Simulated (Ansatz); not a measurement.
# Si2H4Cl2 (built from SMILES [SiH3][SiH](Cl)Cl): search for a transition state

Aim: find the saddle point of a extrusion of a silylene or germylene that is to form Si1–H3 and break Si1–Si2, Si2–H3, prove it by its vibrations, and relax downhill on both sides to see what it joins.

Computed with Ansatz 0.2.0, Gaussian basis. Level: PBE0-D4, def2-SVP first, then def2-TZVP.

114 further runs of the same task are left out: 114 set aside as unsound or not needed.

### Step 1. The system as given

The guess: 8 atoms, charge 0, spin multiplicity 1.

Atoms are counted from 1 here; the program's logs count them from 0.

Bond lengths: Si1–Si2 2.381 Å, Si1–H6 1.462 Å, Si1–H7 1.490 Å, Si1–H8 1.462 Å, Si2–Cl4 2.032 Å, Si2–Cl5 2.032 Å. Angles: Si2–Si1–H6 95.2°, Si2–Si1–H7 141.8°, Si2–Si1–H8 95.1°, H6–Si1–H7 102.7°, H6–Si1–H8 122.5°, H7–Si1–H8 102.8°, Si1–Si2–Cl4 123.5°, Si1–Si2–Cl5 123.6°, Cl4–Si2–Cl5 104.4°.

Coordinates:

```xyz
8
Cl2H4Si2
Si   -0.1122   -0.3024    1.1381
Si   -0.0366    0.8073   -0.9676
H     0.3589   -1.0593   -0.6615
Cl   -1.3953    0.4991   -2.4466
Cl    1.6894    1.2372   -1.9493
H    -1.5343   -0.0546    1.3683
H     0.0942   -1.6378    1.7666
H     0.9358    0.5105    1.7521
```

Distances that are to change: Si1–H3 2.01 Å, Si1–Si2 2.38 Å, Si2–H3 1.93 Å.

### Step 2. Relaxing the guess with the reacting distances held

hold/in.yaml reads:

```yaml
crystal:
  periodic: [false, false, false]
  atoms:
    - {symbol: Si, position_ang: [-0.112200, -0.302400, 1.138100]}
    - {symbol: Si, position_ang: [-0.036600, 0.807300, -0.967600]}
    - {symbol: H, position_ang: [0.358900, -1.059300, -0.661500]}
    - {symbol: Cl, position_ang: [-1.395300, 0.499100, -2.446600]}
    - {symbol: Cl, position_ang: [1.689400, 1.237200, -1.949300]}
    - {symbol: H, position_ang: [-1.534300, -0.054600, 1.368300]}
    - {symbol: H, position_ang: [0.094200, -1.637800, 1.766600]}
    - {symbol: H, position_ang: [0.935800, 0.510500, 1.752100]}
basis:
  gaussian: {orbitals: def2-SVP}
hamiltonian: {xc: pbe0, dispersion: d4}
relax: {f_tol: 0.04, max_steps: 150, escape_saddle: false, constraints: [{distance: [0, 2]}, {distance: [0, 1]}, {distance: [1, 2]}]}
```

Run with:

```bash
$ ansatz run in.yaml --threads 4 --pin off --events-out ev --progress --plain --max-ram 9574MiB
```

After this run come: Force constants to start from; Saddle search in the small basis; Saddle search in triple zeta; Checking the order of the point; Relaxing after a step of 0.30 Å one way along the mode; Relaxing after a step of 0.30 Å the other way along the mode.

Q: Predict the outcome of this session. Wanted: imaginary mode; barrier from the start side; barrier from the end side; energy of the step; pairs that change; zero-point energy at the saddle.

The runs gave:

```
                       quantity                                         value
                 imaginary mode                                     432i cm⁻¹
    barrier from the start side                                  208.1 kJ/mol
      barrier from the end side                                   62.2 kJ/mol
             energy of the step                                 +145.9 kJ/mol
              pairs that change  Si1–H3 formed, Si1–Si2 broken, Si2–H3 broken
zero-point energy at the saddle                                      0.967 eV
```

What this shows: The point has a single imaginary mode (432i cm⁻¹), as a transition state must. The two relaxations end on the structures that were planned. At PBE0-D4/def2-TZVP the electronic barrier is 208.1 kJ/mol, about 84 kT at 298 K, and the step runs 145.9 kJ/mol uphill. A step off the saddle overshot and began above it in energy, so the link to its end is likely but not proven. Lower complexes than these ends may exist.
